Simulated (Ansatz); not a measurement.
# CH₄BBrOSi: geometry optimisation

Aim: relax CH₄BBrOSi at this level.

The runs use Ansatz 0.2.0; RHF/def2-SVP.

## Step 1: Starting geometry

SMILES `BrB1C[SiH2]O1`, 9 atoms, charge 0, spin multiplicity 1.

Atoms are counted from 1 here; the program's logs count them from 0.

Bond lengths: Br1–B2 1.925 Å, B2–C3 1.604 Å, B2–O5 1.374 Å, C3–Si4 1.885 Å, C3–H6 1.108 Å, C3–H7 1.108 Å, Si4–O5 1.760 Å, Si4–H8 1.500 Å, Si4–H9 1.500 Å. Angles: Br1–B2–C3 129.7°, Br1–B2–O5 122.2°, C3–B2–O5 108.1°, B2–C3–Si4 79.1°, B2–C3–H6 115.6°, B2–C3–H7 115.4°, Si4–C3–H6 117.9°, Si4–C3–H7 117.6°, H6–C3–H7 108.9°, C3–Si4–O5 82.9°, C3–Si4–H8 119.0°, C3–Si4–H9 119.1°, O5–Si4–H8 110.5°, O5–Si4–H9 110.5°, H8–Si4–H9 110.9°, B2–O5–Si4 89.9°.

Geometry (Å):

```
atom     x (Å)     y (Å)     z (Å)
 Br1  -1.50032   2.56162   0.69619
  B2  -0.63615   0.94971   0.09713
  C3   0.44364   0.02823   0.84417
 Si4   0.24426  -0.90219  -0.78284
  O5  -0.89140   0.39526  -1.13359
  H6   0.09176  -0.46640   1.77085
  H7   1.42159   0.50901   1.04406
  H8  -0.45807  -2.22772  -0.78236
  H9   1.37318  -0.89382  -1.77072
```

## Step 2: Relaxation

The input, input.yaml:

```yaml
crystal:
  periodic: [false, false, false]
  atoms:
    - { symbol: Br, position_ang: [-1.500318, 2.561618, 0.696194] }
    - { symbol: B, position_ang: [-0.636146, 0.949706, 0.097125] }
    - { symbol: C, position_ang: [0.443644, 0.028235, 0.844172] }
    - { symbol: Si, position_ang: [0.244261, -0.902186, -0.782836] }
    - { symbol: O, position_ang: [-0.891398, 0.395256, -1.133585] }
    - { symbol: H, position_ang: [0.091763, -0.4664, 1.770852] }
    - { symbol: H, position_ang: [1.421588, 0.509006, 1.044064] }
    - { symbol: H, position_ang: [-0.458068, -2.227718, -0.782363] }
    - { symbol: H, position_ang: [1.373175, -0.893817, -1.770721] }
basis:
  gaussian: { orbitals: def2-SVP }
hamiltonian:
  xc: hf
output:
  forces: true
relax:
  f_tol: 0.003
  max_steps: 120
```

Started as:

```bash
$ ansatz run input.yaml --threads 1 --pin off --max-ram 2560MiB --backend cpu --events-out ev --progress --plain --runs-dir out
```

The program printed:

```text
Warning: RAYON_NUM_THREADS=1 ignored (pool sized by the plan → 1); use --threads N
The last accepted step is kept in <dir> (removed where the run ends without a failure and the disk answers)
Engine: ansatz 0.2.0, x86_64-unknown-linux-gnu
Functional definition: HF
  exchange = exact_x
  correlation = 0
1183 factors; integrals over basis functions are off by at most 3.4e-4 eV
mean field evaluation 1: about -81649.5920 eV, gradient 3.7e1 eV
mean field evaluation 2: about -81649.6664 eV, gradient 3.7e1 eV
mean field evaluation 4: about -81653.0372 eV, gradient 4.0e0 eV
mean field evaluation 8: about -81653.0976 eV, gradient 2.6e-4 eV
mean field -81653.09755269 eV, -3000.6959886039 hartree, gradient 2.0e-5 eV, S^2 0.000000; 0 other end points of the search recorded, 0 dependent functions left out
the calculation of the forces begins
reference -81653.09755269 eV, -3000.6959886039 hartree; 36, 36 occupied and 76, 76 virtual orbitals, 1183 factors
relax step   1: F+E_penalty+E_count = -81653.09755269 eV  Δ(F+E_penalty+E_count) = +0.000e0 eV  max|allowed force component| = 1.671e0 eV/Å  Δτ_max = 0.0000 Å  (34 SCF iters, accepted)
these checks for a lower state are left out or cut short: starts, cluster_reference, orbital_swaps, neighbouring_geometries, increment
1183 factors; integrals over basis functions are off by at most 3.2e-4 eV
mean field evaluation 16: about -81653.1666 eV, gradient 4.6e-3 eV
mean field -81653.16655216 eV, -3000.6985242876 hartree, gradient 4.0e-5 eV, S^2 0.000000; 0 other end points of the search recorded, 0 dependent functions left out
the calculation of the forces begins
reference -81653.16655216 eV, -3000.6985242876 hartree; 36, 36 occupied and 76, 76 virtual orbitals, 1183 factors
relax step   2: F+E_penalty+E_count = -81653.16655216 eV  Δ(F+E_penalty+E_count) = -6.900e-2 eV  max|allowed force component| = 4.882e-1 eV/Å  Δτ_max = 0.0345 Å  (34 SCF iters, accepted)
these checks for a lower state are left out or cut short: starts, cluster_reference, orbital_swaps, neighbouring_geometries, increment
1183 factors; integrals over basis functions are off by at most 3.1e-4 eV
mean field -81653.17742247 eV, -3000.6989237644 hartree, gradient 3.9e-5 eV, S^2 0.000000; 0 other end points of the search recorded, 0 dependent functions left out
the calculation of the forces begins
reference -81653.17742247 eV, -3000.6989237644 hartree; 36, 36 occupied and 76, 76 virtual orbitals, 1183 factors
relax step   3: F+E_penalty+E_count = -81653.17742247 eV  Δ(F+E_penalty+E_count) = -1.087e-2 eV  max|allowed force component| = 1.057e-1 eV/Å  Δτ_max = 0.0136 Å  (35 SCF iters, accepted)
these checks for a lower state are left out or cut short: starts, cluster_reference, orbital_swaps, neighbouring_geometries, increment
1183 factors; integrals over basis functions are off by at most 3.1e-4 eV
mean field evaluation 32: about -81653.1778 eV, gradient 3.9e-5 eV
mean field -81653.17780812 eV, -3000.6989379367 hartree, gradient 3.9e-5 eV, S^2 0.000000; 0 other end points of the search recorded, 0 dependent functions left out
the calculation of the forces begins
reference -81653.17780812 eV, -3000.6989379367 hartree; 36, 36 occupied and 76, 76 virtual orbitals, 1183 factors
relax step   4: F+E_penalty+E_count = -81653.17780812 eV  Δ(F+E_penalty+E_count) = -3.856e-4 eV  max|allowed force component| = 1.986e-2 eV/Å  Δτ_max = 0.0037 Å  (36 SCF iters, accepted)
these checks for a lower state are left out or cut short: starts, cluster_reference, orbital_swaps, neighbouring_geometries, increment
1183 factors; integrals over basis functions are off by at most 3.1e-4 eV
mean field -81653.17782474 eV, -3000.6989385474 hartree, gradient 3.9e-5 eV, S^2 0.000000; 0 other end points of the search recorded, 0 dependent functions left out
the calculation of the forces begins
reference -81653.17782474 eV, -3000.6989385474 hartree; 36, 36 occupied and 76, 76 virtual orbitals, 1183 factors
relax step   5: F+E_penalty+E_count = -81653.17782474 eV  Δ(F+E_penalty+E_count) = -1.662e-5 eV  max|allowed force component| = 9.448e-3 eV/Å  Δτ_max = 0.0015 Å  (36 SCF iters, accepted)
these checks for a lower state are left out or cut short: starts, cluster_reference, orbital_swaps, neighbouring_geometries, increment
1183 factors; integrals over basis functions are off by at most 3.1e-4 eV
mean field -81653.17783165 eV, -3000.6989388015 hartree, gradient 3.9e-5 eV, S^2 0.000000; 0 other end points of the search recorded, 0 dependent functions left out
the calculation of the forces begins
reference -81653.17783165 eV, -3000.6989388015 hartree; 36, 36 occupied and 76, 76 virtual orbitals, 1183 factors
relax step   6: F+E_penalty+E_count = -81653.17783165 eV  Δ(F+E_penalty+E_count) = -6.916e-6 eV  max|allowed force component| = 2.626e-3 eV/Å  Δτ_max = 0.0019 Å  (36 SCF iters, accepted)
1183 factors; integrals over basis functions are off by at most 3.1e-4 eV
mean field -81653.17783165 eV, -3000.6989388015 hartree, gradient 3.9e-5 eV, S^2 0.000000; 1 other end points of the search recorded, 0 dependent functions left out
the calculation of the forces begins
reference -81653.17783165 eV, -3000.6989388015 hartree; 36, 36 occupied and 76, 76 virtual orbitals, 1183 factors
Total energy: -81653.17783165 eV, -3000.6989388015 hartree
Atom 0 at    -1.503978     2.568737     0.688549 Å, force    -0.000823     0.001620     0.000194 eV/Å
Atom 1 at    -0.635511     0.949924     0.099206 Å, force     0.001585    -0.001783     0.000992 eV/Å
Atom 2 at     0.445212     0.021448     0.836883 Å, force    -0.000488    -0.000855    -0.002626 eV/Å
Atom 3 at     0.237814    -0.899401    -0.790624 Å, force     0.000917     0.000500     0.001160 eV/Å
Atom 4 at    -0.865371     0.379107    -1.097835 Å, force    -0.000411    -0.000740    -0.001276 eV/Å
Atom 5 at     0.093872    -0.461520     1.749680 Å, force    -0.000288    -0.000125     0.000555 eV/Å
Atom 6 at     1.404692     0.499798     1.038207 Å, force     0.000326    -0.000076     0.000198 eV/Å
Atom 7 at    -0.439153    -2.207813    -0.785521 Å, force     0.000044     0.000869     0.000269 eV/Å
Atom 8 at     1.350925    -0.896578    -1.755643 Å, force    -0.000862     0.000589     0.000534 eV/Å
Dipole moment:     0.413838    -0.501530     0.084953 e Å
```

Wall time 22 s (1 thread of Intel Xeon 6975P-C (Granite Rapids), shared host); peak memory 0.3 GiB.

The steps of the relaxation:

```
step  energy from step 1 (eV)  largest force component (eV/Å)
   1                   0.0000                          1.6706
   2                  -0.0690                          0.4882
   3                  -0.0799                          0.1057
   4                  -0.0803                          0.0199
   5                  -0.0803                          0.0094
   6                  -0.0803                          0.0026
```

Bonds that changed most:

```
  bond  before (Å)  after (Å)  change (Å)
Si4–O5       1.760      1.716      -0.043
 B2–O5       1.374      1.346      -0.028
Si4–H9       1.500      1.473      -0.027
Si4–H8       1.500      1.473      -0.027
 C3–H7       1.108      1.091      -0.017
 C3–H6       1.108      1.091      -0.017
Br1–B2       1.925      1.929      +0.005
C3–Si4       1.885      1.881      -0.003
```

## Step 3: Outcome

```
             quantity      value
        energy gained  0.0803 eV
root mean square move    0.023 Å
        dipole moment     3.15 D
```

**Reading.** Bond lengths: Br1–B2 1.929 Å, B2–C3 1.604 Å, B2–O5 1.346 Å, C3–Si4 1.881 Å, C3–H6 1.091 Å, C3–H7 1.091 Å, Si4–O5 1.716 Å, Si4–H8 1.473 Å, Si4–H9 1.473 Å. Angles: Br1–B2–C3 130.4°, Br1–B2–O5 123.4°, C3–B2–O5 106.2°, B2–C3–Si4 79.1°, B2–C3–H6 115.1°, B2–C3–H7 115.1°, Si4–C3–H6 118.1°, Si4–C3–H7 118.1°, H6–C3–H7 108.8°, C3–Si4–O5 82.0°, C3–Si4–H8 118.8°, C3–Si4–H9 118.8°, O5–Si4–H8 111.5°, O5–Si4–H9 111.5°, H8–Si4–H9 110.6°, B2–O5–Si4 92.7°. No frequencies were computed here.
